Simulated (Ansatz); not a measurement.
# CsW: what a guessed cell relaxes into

Aim: relax a trial structure of CsW and see where it ends.

Program: Ansatz 0.2.0. Level of theory: DFT PBE, scalar-relativistic, plane waves, PAW. These are calculated values, not measurements.

1 further run of the same task is left out (it didn't finish).

### 1 The system as given

Symmetry: F-43m, No. 216, cubic system. The conventional cell has a = 8.971 Å, b = 8.971 Å, c = 8.971 Å, α = 90.00°, β = 90.00°, γ = 90.00°. Around Cs (site symmetry -43m) lie 4 W at 3.88 Å. W (site symmetry -43m) has 4 Cs at 3.88 Å as nearest neighbours.

As a file:

```cif
data_structure
_symmetry_space_group_name_H-M 'P 1'
_symmetry_Int_Tables_number 1
_cell_length_a 6.3433
_cell_length_b 6.3433
_cell_length_c 6.3433
_cell_angle_alpha 60.000
_cell_angle_beta 60.000
_cell_angle_gamma 60.000
_cell_volume 180.48
loop_
_atom_site_label
_atom_site_type_symbol
_atom_site_fract_x
_atom_site_fract_y
_atom_site_fract_z
_atom_site_occupancy
Cs1 Cs 0.00000 0.00000 0.00000 1
W1 W 0.75000 0.75000 0.75000 1
```

A structure generator made this guess: ordered superstructure of diamond (F-43m, No. 216). Its size is a rough estimate.

### 2 A first look at the guess

input.yaml reads:

```yaml
crystal:
  lattice:
    - [0.0, 4.48536137, 4.48536137]
    - [4.48536137, 0.0, 4.48536137]
    - [4.48536137, 4.48536137, 0.0]
  atoms:
    - { symbol: Cs, position: [0.0, 0.0, 0.0] }
    - { symbol: W, position: [0.75, 0.75, 0.75] }
basis:
  ecutwfc: 420
kpoints:
  mp_grid: { grid: [4, 4, 4] }
hamiltonian:
  xc: pbe
scf:
  occupations: { method: gaussian, width: 0.1 }
  lower_state_search: "off"
output:
  forces: true
  stress: true
  eigenvalues: true
```

The run is started by

```
$ ansatz run input.yaml --threads 1 --pin off --max-ram 2048MiB --backend cpu --events-out ev --progress --plain --runs-dir out
```

Further runs follow: full relaxation; relaxing again on a mesh for the new cell.

Q: Predict the outcome of this session. Wanted: conventional cell; volume; energy over the elements; gap on the mesh.

As calculated:

```
                              quantity                                                                      value
symmetry at the end (tolerance 0.05 Å)                                                space group F-43m (No. 216)
                     conventional cell  a = 6.304 Å, b = 6.304 Å, c = 6.304 Å, α = 90.00°, β = 90.00°, γ = 90.00°
                                volume                                                              31.31 Å³/atom
              energy over the elements                                                              +4.33 eV/atom
                       gap on the mesh                                                               none (metal)
```

What this shows: The space group F-43m (No. 216) is kept, and the volume per atom shrinks by 65.3 % from the first guess. With a positive formation energy it can't be a ground state. No finished test with a distortion of lower symmetry is shown, so the end may be a saddle point. Spin-orbit coupling is left out for W.
